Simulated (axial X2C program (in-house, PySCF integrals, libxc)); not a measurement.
**A two-component session on MoP⁻: properties at the nuclei**

Wanted for MoP⁻: properties at the nuclei, at the two-component level.

The runs use an in-house X2C program for linear molecules on PySCF integrals; two-component X2C with atomic mean-field terms, Mo dyall-acv3z, P dyall-av3z.

All values are calculated.

## (1) The job

The input, task.json:

```json
{"zs": [42, 15], "q": -1, "bas": ["dyall-acv3z", "dyall-av3z"], "r0": 2.23, "levels": ["PBE0", "HF", "LDA", "BP86", "PBE"], "nst": 3}
```

Keys: zs atomic numbers; q charge; bas basis sets; r0 starting distance in Å; levels methods (HF also brings MP2); nst determinants followed.

The run is started by

```
> python soeom.py task.json out
```

The runs that follow: Expectation values, lowest determinant; Expectation values, a higher determinant; Expectation values, a higher determinant.

Q: Predict the outcome of this session. Wanted: lowest determinant; Eeff magnitude; Ws magnitude Mo; A∥/gI Mo; qzz Mo; higher determinant (for each run or level that gives them).

**Answer**, as computed:

| quantity | value |
| --- | --- |
| lowest determinant | Ω = 1 (excess of +ω over −ω: ω = -3/2, ω = 5/2) |
| Eeff magnitude (GV/cm), PBE0 | 2.39 |
| Ws magnitude Mo (kHz), PBE0 | 1.26 |
| A∥/gI Mo (MHz), PBE0 | 692 |
| qzz Mo (a.u.), PBE0 | 0.48 |
| higher determinant | Ω = 3 (excess of +ω over −ω: ω = 1/2, ω = 5/2) |
| Eeff magnitude (GV/cm), PBE0, higher determinant | 2.22 |
| Ws magnitude Mo (kHz), PBE0, higher determinant | 0.396 |
| A∥/gI Mo (MHz), PBE0, higher determinant | 369 |
| qzz Mo (a.u.), PBE0, higher determinant | 0.44 |
| higher determinant | Ω = 2 (excess of +ω over −ω: 2 × ω = 1/2, ω = -3/2, ω = 5/2) |
| Eeff magnitude (GV/cm), PBE0, higher determinant | 0.735 |
| Ws magnitude Mo (kHz), PBE0, higher determinant | 0.211 |
| A∥/gI Mo (MHz), PBE0, higher determinant | 589 |
| qzz Mo (a.u.), PBE0, higher determinant | -1.96 |

**Reading.** In the first state, the effective field runs from 0.37 to 2.9 GV/cm over the mean-field levels, so the levels don't agree on it. The expectation values come from single determinants, which for open shells can mix terms of unlike spin or miss the lowest Ω, so a determinant need not be a state. Eeff is the effective electric field on the electron dipole moment in this Ω state and Ws the scalar–pseudoscalar constant (defined with the proton number Z and per Ω); A∥ is the parallel hyperfine constant, which follows by multiplying with the nuclear g factor gI = μI/(I μN); qzz is the electric field gradient, eQq0 = 234.96 MHz × Q/barn × qzz. The operators were transformed with the bare-nucleus X2C matrices. A second determinant lies within 0.1 eV of the first, so their order is not settled at this level.
